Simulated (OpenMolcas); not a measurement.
# Au⁴⁺ among point charges: CASSCF and CASPT2 levels and susceptibility

How does a field of 6 point charges split the states of Au⁴⁺, and what χT follows?

Method: state-averaged CASSCF and CASPT2, spin-orbit coupling by RASSI with atomic mean-field integrals. Code: OpenMolcas 26.06.

## Step 1: The system

```
Species                           : Au⁴⁺ (gold, Z = 79, 75 electrons)
Basis                             : ANO-RCC-VTZP [8s7p5d3f1g], 84 functions
Scalar Hamiltonian                : DKH2, point nucleus
Inactive shells                   : 1s 2s 2p 3s 3p 3d 4s 4p 4d 4f 5s 5p
Active space                      : 7 electrons in 5 orbitals (5d)
Some configurations of this space : 5d7
Orbitals                          : optimised for each spin and parity, averaged over all roots
```

Outer shells as boxes (Hund's rule):

5d7
```
5d [↑↓][↑↓][↑ ][↑ ][↑ ]
```

The ion sits among 6 point charges of -0.85 e arranged as an octahedron (Oh), 2.1 Å from the ion.

Each step is its own input file, run in one work folder so that later steps find the files of earlier ones. Labels, J, g values, rates, χT and fits are worked out afterwards by a script from the matrices that RASSI stores. The input lists half of the charges; inversion (Group=XYZ) makes the rest.

## Step 2: GATEWAY and SEWARD: basis and integrals

The input, a.inp:

```
&GATEWAY
Coord
1

Au 0.0 0.0 0.0
Basis=ANO-RCC-VTZP
Group=XYZ
NoMove
AngMom=0.0 0.0 0.0
AMFI
XField
3 Angstrom 0
2.100000 0.000000 0.000000 -0.850000
0.000000 2.100000 0.000000 -0.850000
0.000000 0.000000 2.100000 -0.850000
&SEWARD
```

Command:

```sh
$ OMP_NUM_THREADS=1 MOLCAS_MEM=1689 MOLCAS_PROJECT=a pymolcas a.inp > a.log
```

## Step 3: CASSCF: quartets of even parity, 10 roots

The input, a.inp:

```
&RASSCF
FileOrb=start.orb
Symmetry=1
Spin=4
nActEl=7 0 0
Inactive=15 19
Ras2=5 0
CIRoot=10 10 1
SDav=10
CIMx=300
Iter=120 100
PrWF=0.3
OrbListing=Nothing
MaxOrb=0
>>> COPY $Project.JobIph JOB001
```

start.orb holds the contracted functions of the basis, ordered by shell, or the orbitals of the step before.

## Step 4: Reference wave functions, doublets of even parity, 40 roots

The input, a.inp:

```
&RASSCF
FileOrb=start.orb
Symmetry=1
Spin=2
nActEl=7 0 0
Inactive=15 19
Ras2=5 0
CIRoot=40 40 1
SDav=40
CIMx=300
Iter=120 100
PrWF=0.3
OrbListing=Nothing
MaxOrb=0
>>> COPY $Project.JobIph JOB002
```

## Step 5: State interaction with spin-orbit coupling

The input, a.inp:

```
&RASSI
NrOfJobIphs=2 10 40
1 2 3 4 5 6 7 8 9 10
1 2 3 4 5 6 7 8 9 10 11 12 13 14 15 16 17 18 19 20 21 22 23 24 25 26 27
28 29 30 31 32 33 34 35 36 37 38 39 40
IphNames
JOB001
JOB002
EJob
SpinOrbit
DIPRint=1.0
SOCoupling=1000.0
Subsets=2
Property=9
'ANGMOM' 1 'ANGMOM' 2 'ANGMOM' 3 'MLTPL  1' 1 'MLTPL  1' 2 'MLTPL  1' 3
'AMFI' 1 'AMFI' 2 'AMFI' 3
SOProperty=3
'ANGMOM' 1 'ANGMOM' 2 'ANGMOM' 3
```

## Step 6: CASPT2: IPEA 0.25, imaginary shift 0.1 (closed shells correlated: 5s 5p)

The input, a.inp:

```
>>> COPY JOB001 $Project.JobIph
&CASPT2
Multistate=10 1 2 3 4 5 6 7 8 9 10
NoMult
Frozen=14 16
IPEA=0.25
Imaginary=0.1
MaxIter=60
WThr=0.0 0.3 0.05
PrWF=0.5
NoMix
>>> COPY JOB002 $Project.JobIph
&CASPT2
Multistate=40 1 2 3 4 5 6 7 8 9 10 11 12 13 14 15 16 17 18 19 20 21 22
23 24 25 26 27 28 29 30 31 32 33 34 35 36 37 38 39 40
NoMult
Frozen=14 16
IPEA=0.25
Imaginary=0.1
MaxIter=60
WThr=0.0 0.3 0.05
PrWF=0.5
NoMix
```

(Steps that only read results are left out.)

Q: Predict the outcome of this session. Wanted: spin-free ground state; first state of the same spin within the active space; lowest level; next level.

**Answer**, as computed:

| quantity | value |
| --- | --- |
| method | SS-CASPT2, IPEA 0.25, imaginary shift 0.1 (closed shells correlated: 5s 5p) |
| spin-free ground state | 4T1, 3-fold in its orbital part |
| first state of the same spin within the active space | 4T2 at 2180 cm⁻¹ |
| lowest level | 2-fold Γ6, g = 4.83, 4.83, 4.83 |
| next level | 471.6 cm⁻¹ |
| χT at 300 K | 4.21 cm³ K/mol |
| effective moment at 300 K | 5.80 μB |

Cost by method:

| method | time of its own steps | time with the reference |
| --- | --- | --- |
| A. CASSCF | 12 s | 12 s |
| B. SS-CASPT2, IPEA 0.25, imaginary shift 0.1, +5s 5p | 9.1 s | 21 s |

Times are of one thread on a shared host.

**Reading.** The spin-free ground state (4T1) comes to 100 % from free-ion F terms and keeps the highest spin of the shell. χT at 300 K is 4.21, against 1.88 cm³ K/mol for the spin alone, so orbital moment adds to it. An active space of the d shell alone favours high spin; real ions in strong fields can be low spin. A ligand-field fit to the states below 45000 cm-1 gives 10Dq = 2549 cm-1, B = 739 cm-1 and C = 3759 cm-1 (C/B = 5.09), with a deviation of 299 cm-1. CASPT2 does not keep the components of a term degenerate, and the means are used. The field of point charges can differ much from that of real complexes. With metal d orbitals alone active, the gaps between spin states are rough; where two lie within a few thousand cm-1, their order is open. Point charges carry no covalency, so the field is a model and not that of real ligands.
